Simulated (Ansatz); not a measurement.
**C: response to strain**

Aim: deform C (zz strain of -3 %) and compute stress, forces and field gradients with LAPW, PAW and all-electron datasets made for the crystal.

Computed with Ansatz 0.2.0 (DFT LDA, scalar-relativistic, unless a step's input says otherwise).

**1. The starting structure**

The structure is cubic, space group Fd-3m (No. 227). Conventional cell: a = 3.567 Å, b = 3.567 Å, c = 3.567 Å, α = 90.00°, β = 90.00°, γ = 90.00°. C (site symmetry -43m) has 4 C at 1.54 Å as nearest neighbours.

Coordinates:

```cif
data_structure
_symmetry_space_group_name_H-M 'Fd-3m:1'
_symmetry_Int_Tables_number 227
_cell_length_a 3.5668
_cell_length_b 3.5668
_cell_length_c 3.5668
_cell_angle_alpha 90.000
_cell_angle_beta 90.000
_cell_angle_gamma 90.000
_cell_volume 45.38
loop_
_atom_site_label
_atom_site_type_symbol
_atom_site_symmetry_multiplicity
_atom_site_Wyckoff_symbol
_atom_site_fract_x
_atom_site_fract_y
_atom_site_fract_z
_atom_site_occupancy
C1 C 8 a 0.50000 0.00000 0.50000 1
```

The file gives the conventional cell by its symmetry; the runs use the cell typed in the input.

Atoms are numbered in the order of the input: C1, C2.

**2. After the deformation**

Space group Fd-3m before, I4_1/amd after.

**3. All-electron LAPW**

Input file input.yaml:

```yaml
crystal:
  lattice:
    - [0.0, 1.7834, 1.729898]
    - [1.7834, 0.0, 1.729898]
    - [1.7834, 1.7834, 0.0]
  atoms:
    - { symbol: C, position: [0.5, 0.5, 0.5] }
    - { symbol: C, position: [0.75, 0.75, 0.75] }
kpoints:
  mp_grid: { grid: [20, 20, 20] }
  band_path:
    path:
      - [0.0, 0.0, 0.0]
      - [0.0, 0.5, 0.5]
      - [0.25, 0.75, 0.5]
      - [0.0, 0.5, 0.0]
      - [0.0, 0.0, 0.0]
      - [0.5, 0.5, 0.0]
      - [0.3828515251, 0.6171484749, 0.0]
      - [-0.3828515251, 0.3828515251, 0.0]
      - [0.0, 0.0, 0.0]
    npoints: 5
scf:
  occupations: { method: fermi_dirac, width: 0.08 }
hamiltonian:
  xc: lda
  pseudopotentials: { kind: all_electron, lapw: { basis_error: 0.0005 } }
output:
  forces: true
  stress: true
  eigenvalues: true
```

Run with:

```sh
$ ansatz run input.yaml --threads 1 --pin off --max-ram 3072MiB --backend cpu --events-out ev --progress --plain --runs-dir out
```

**4. PAW with frozen cores**

Input file input.yaml:

```yaml
crystal:
  lattice:
    - [0.0, 1.7834, 1.729898]
    - [1.7834, 0.0, 1.729898]
    - [1.7834, 1.7834, 0.0]
  atoms:
    - { symbol: C, position: [0.5, 0.5, 0.5] }
    - { symbol: C, position: [0.75, 0.75, 0.75] }
kpoints:
  mp_grid: { grid: [20, 20, 20] }
scf:
  occupations: { method: fermi_dirac, width: 0.08 }
hamiltonian:
  xc: lda
  pseudopotentials: { kind: paw }
output:
  forces: true
  stress: true
  eigenvalues: true
  efg: { contact_densities: true }
```

**5. Datasets made for this crystal**

input.yaml: that of step 4 with these lines changed.

```diff
@@ -14,3 +14,3 @@
   xc: lda
-  pseudopotentials: { kind: paw }
+  pseudopotentials: { kind: all_electron, datasets: crystal }
 output:
```

(Steps that only read results are left out.)

Q: Predict the outcome of this session. Wanted: pressure; largest shear or deviatoric stress.

**Answer**, as computed:

| quantity | value |
| --- | --- |
| pressure | LAPW 0.53, PAW 0.39, crystal datasets 0.53 GPa |
| largest shear or deviatoric stress (LAPW) | 18.83 GPa |

The largest part of the stress beyond the pressure is 18.83 GPa in size, in the zz component; the atoms are carried along and not relaxed. No run of the undeformed cell stands beside it, so the pressure holds what the given cell had before the change. PAW: stress within 0.15 GPa of LAPW. Crystal datasets: stress within 0.01 GPa of LAPW.
